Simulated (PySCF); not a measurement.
**NaSe+: from the state search to spectroscopic constants**

What are the lowest state that PBE0 finds, the bond length, vibrational wavenumber and bond energy of NaSe+, and how much do these hang on the method?

Computed with PySCF 2.14.0. Level: Na def2-SVP, Se def2-SVP, no relativity.

## Step 1: Input

The job is set up so:

```yaml
atoms: Na, Se
charge: 1
basis: Na def2-SVP, Se def2-SVP
Hamiltonian: no relativity
basis_functions: 47
electrons_treated: 44
masses_in_u: 22.9898, 79.9165
levels: PBE0, PBE, r²SCAN, M06-L, TPSSh, r²SCANh, LC-ωPBE, HF, MP2, SCS-MP2, CCSD, CCSD(T)
grid: 80 radial by 434 angular points
occupations: held fixed by the projection of orbital angular momentum
dissociation_limit: Na+ + Se, each in its ground configuration
starting_distance_in_angstrom: 2.790
values_of_2S_to_try: 0, 2
```

On the command line:

```bash
OMP_NUM_THREADS=1 python dia.py task.json out
```

The runs that follow: First curve: PBE0; Excited determinants; PBE (GGA); r²SCAN (meta-GGA); M06-L; TPSSh; r²SCANh; LC-ωPBE (range-separated hybrid); UHF (mean field); MP2 and coupled cluster.

Q: Predict the outcome of this session. Wanted: for each run, Re; ωe; De; μ.

As calculated:

Lowest PBE0 solution found, without spin–orbit coupling: ³Σ⁻ (triplet), unpaired electrons π ↑↑. State 2 has its PBE0 minimum 0.42 eV higher, as a spin-mixed determinant (⟨S²⟩ = 1.01), so this is no gap between pure states. State 3 has its PBE0 minimum 0.55 eV higher. State 4 has its PBE0 minimum 0.94 eV higher, as a spin-mixed determinant (⟨S²⟩ = 1.01), so this is no gap between pure states. The other levels ran on the lowest alone.

```
      level  Re (Å)  ωe (cm⁻¹)  De (eV)  μ (D)
        UHF   3.069      137.6     0.55  -9.76
    UHF-MP2   3.060      140.6     0.59    n/a
UHF-SCS-MP2   3.064      139.9     0.59    n/a
   UHF-CCSD   3.063      140.6     0.60    n/a
UHF-CCSD(T)   3.064      140.8     0.60    n/a
        PBE   3.001      146.5     0.69  -8.97
     r²SCAN   3.022      142.1     0.60  -9.37
      M06-L   3.106      123.0     0.56  -9.78
      TPSSh   3.017      143.6     0.63  -9.23
    r²SCANh   3.017      142.8     0.60  -9.38
       PBE0   2.997      146.6     0.64  -9.18
    LC-ωPBE   2.996      145.3     0.59  -9.38
```

De is counted to Na+ + Se in their ground configurations. A positive dipole points from Na to Se; in an ion it is taken about the centre of mass and does not tell which atom is negative.

In words: Bond lengths run from 2.996 Å (LC-ωPBE) to 3.106 Å (M06-L). CCSD(T) can't serve as the judge here: for a weak bond in this basis it is far from its limit. Among the levels with a De in the table, it runs from 0.55 eV (UHF) to 0.69 eV (PBE).

Correlated steps freeze 10 core orbitals.
